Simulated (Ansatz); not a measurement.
# GePHS (singlet): from Hartree-Fock to the top rungs at a displaced geometry (v2), cc-pVDZ

Aim: climb from Hartree-Fock through coupled cluster for GePHS (singlet) at one geometry and basis, and see what each rung misses.

The runs use Ansatz 0.2.0, Gaussian basis; cc-pVDZ, core rule «outside noble gas», up to 24 orbitals frozen.

The runs, in order: UHF; CCSD(T) on RHF; CCSD(T) on UHF; BCCD(T) on RHF; CISD; CCSDT(Q) on RHF; CCSDT(Q) on UHF.

21 further runs of the same task are left out: 13 that didn't finish, 8 set aside as unsound or not needed.

### 1 The system

The geometry is a PBE0/def2-TZVP stationary point (not a proven minimum) with its atoms shifted at random (size 0.100 Å). No spin-orbit coupling is included. The filled d shell of Ge may be among the frozen orbitals whatever the setting's name suggests; the logs give the count.

4 atoms, charge 0, spin multiplicity 1.

Atoms are counted from 1 here; the program's logs count them from 0.

Bond lengths: P1–Ge2 2.001 Å, Ge2–S3 2.189 Å, S3–H4 1.292 Å. Angles: P1–Ge2–S3 172.2°, Ge2–S3–H4 92.0°.

Geometry (Å):

```
P     0.06458   -0.27344    2.61708
Ge   -0.10033   -0.25104    0.62272
S    -0.02368   -0.37975   -1.56076
H     0.05944    0.90422   -1.67904
```

### 2 UHF

The input, in.yaml:

```yaml
crystal:
  periodic: [false, false, false]
  atoms:
    - {symbol: P, position_ang: [0.064578, -0.273439, 2.617083]}
    - {symbol: Ge, position_ang: [-0.100335, -0.251036, 0.622718]}
    - {symbol: S, position_ang: [-0.023679, -0.379750, -1.560762]}
    - {symbol: H, position_ang: [0.059436, 0.904225, -1.679039]}
basis:
  gaussian: {orbitals: cc-pVDZ}
magnetization: {spin_polarized: true, initial_magnetization: 0}
hamiltonian: {xc: hf}
output: {orbitals: {seedname: orbitals}}
```

Run with:

```bash
$ ansatz run in.yaml --threads 1 --pin off --events-out ev --progress --plain --max-ram 2393MiB
```

Further steps of the session: CCSD(T) on RHF; CCSD(T) on UHF; BCCD(T) on RHF; CISD; CCSDT(Q) on RHF; CCSDT(Q) on UHF.

Q: Predict the results of all the runs planned. Wanted: RCCSDT(Q) below the RHF energy; RMP2 from RCCSDT(Q); UMP2 from RCCSDT(Q); RCCSD from RCCSDT(Q); RCCSD(T) from RCCSDT(Q); UCCSD(T) from RCCSDT(Q); UCCSDT(Q) from RCCSDT(Q); T1 diagnostic.

As calculated:

| quantity | value |
| --- | --- |
| RCCSDT(Q) below the RHF energy | -10.5166 eV |
| RMP2 from RCCSDT(Q) | +31.27 kcal/mol |
| UMP2 from RCCSDT(Q) | +47.18 kcal/mol |
| RCCSD from RCCSDT(Q) | +13.75 kcal/mol |
| RCCSD(T) from RCCSDT(Q) | +1.97 kcal/mol |
| UCCSD(T) from RCCSDT(Q) | +3.33 kcal/mol |
| UCCSDT(Q) from RCCSDT(Q) | 0.00 kcal/mol |
| levels within 1 kcal/mol (43 meV) | UCCSDT(Q) |
| T1 diagnostic | 0.019 |

What this shows: RCCSD(T) lands +1.97 kcal/mol from the yardstick (0.8 % of the correlation energy). CCSD(T) misses by +1.97 kcal/mol on the restricted determinant and by +3.33 kcal/mol on the unrestricted one; the two need not hold the same state or core. These misses are within one basis, not against nature.
